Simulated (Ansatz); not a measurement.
**C3H6FIn: small, medium and large basis sets**

An exercise on one series of results from a longer session: the logs are not shown, and one member is left open.

The runs use Ansatz 0.2.0, Gaussian basis; one geometry, several basis sets.

The runs, in order: PBE0-D4/def2-SVP; ωB97M-V/def2-SVP; PBE0-D4/def2-QZVPP; ωB97M-V/def2-QZVPP; the functionals' def2-TZVPP values are taken from earlier runs.

1 further run of the same task is left out (for a known fault of the program). Runs told in other sessions of the task aren't counted.

### The geometry

The geometry comes from an earlier relaxation with PBE0-D4 in a triple-zeta def2 set; it is a stationary point, not always the lowest conformer. In takes the def2 core potential; no spin-orbit term is included.

SMILES `C=C(F)[CH2][InH2]`, 11 atoms, charge 0, spin multiplicity 1.

Atoms are counted from 1 here; the program's logs count them from 0.

Bond lengths: C1–C2 1.324 Å, C1–H6 1.081 Å, C1–H7 1.080 Å, C2–F3 1.362 Å, C2–C4 1.465 Å, C4–In5 2.190 Å, C4–H8 1.093 Å, C4–H9 1.091 Å, In5–H10 1.723 Å, In5–H11 1.726 Å. Angles: C2–C1–H6 120.9°, C2–C1–H7 119.9°, H6–C1–H7 119.2°, C1–C2–F3 118.2°, C1–C2–C4 130.6°, F3–C2–C4 111.2°, C2–C4–In5 108.8°, C2–C4–H8 111.0°, C2–C4–H9 110.9°, In5–C4–H8 107.1°, In5–C4–H9 110.2°, H8–C4–H9 108.8°, C4–In5–H10 117.9°, C4–In5–H11 118.8°, H10–In5–H11 123.4°.

Set-up of the first run:

File in.yaml:

```yaml
crystal:
  periodic: [false, false, false]
  atoms:
    - {symbol: C, position_ang: [0.342771, 1.710885, 1.021695]}
    - {symbol: C, position_ang: [0.333765, 0.409337, 0.779098]}
    - {symbol: F, position_ang: [1.479965, -0.292664, 0.996386]}
    - {symbol: C, position_ang: [-0.721953, -0.453795, 0.244129]}
    - {symbol: In, position_ang: [-0.017880, -1.351481, -1.624961]}
    - {symbol: H, position_ang: [1.240439, 2.205154, 1.366822]}
    - {symbol: H, position_ang: [-0.555378, 2.293233, 0.874634]}
    - {symbol: H, position_ang: [-0.942673, -1.274605, 0.931185]}
    - {symbol: H, position_ang: [-1.636622, 0.113831, 0.068884]}
    - {symbol: H, position_ang: [0.844470, -0.346157, -2.727289]}
    - {symbol: H, position_ang: [-0.366894, -3.013748, -1.930585]}
basis:
  gaussian: {orbitals: def2-SVP}
hamiltonian: {xc: pbe0, dispersion: d4}
output: {orbitals: {seedname: orbitals}}
```

Command:

```sh
$ ansatz run in.yaml --threads 4 --pin off --events-out ev --progress --plain --max-ram 10444MiB
```

Steps of the session up to this table: PBE0-D4 in def2-SVP; ωB97M-V in def2-SVP; PBE0-D4 in def2-QZVPP; ωB97M-V in def2-QZVPP.

One table of the session follows, with a row left open; its other results are not shown here.

It belongs to the step «Functionals by basis». 

| functional | basis | HOMO (eV) | LUMO (eV) |
| --- | --- | --- | --- |
| PBE0-D4 | def2-SVP | ? | ? |
| PBE0-D4 | def2-TZVPP | -6.69 | -1.72 |
| PBE0-D4 | def2-QZVPP | -6.71 | -1.73 |
| ωB97M-V | def2-SVP | -8.76 | -0.09 |
| ωB97M-V | def2-TZVPP | -8.83 | -0.25 |
| ωB97M-V | def2-QZVPP | -8.84 | -0.29 |

Q: Estimate the row for PBE0-D4, def2-SVP from the others.

As computed: HOMO (eV): -6.64; LUMO (eV): -1.67. In the column «HOMO (eV)» it is the highest.
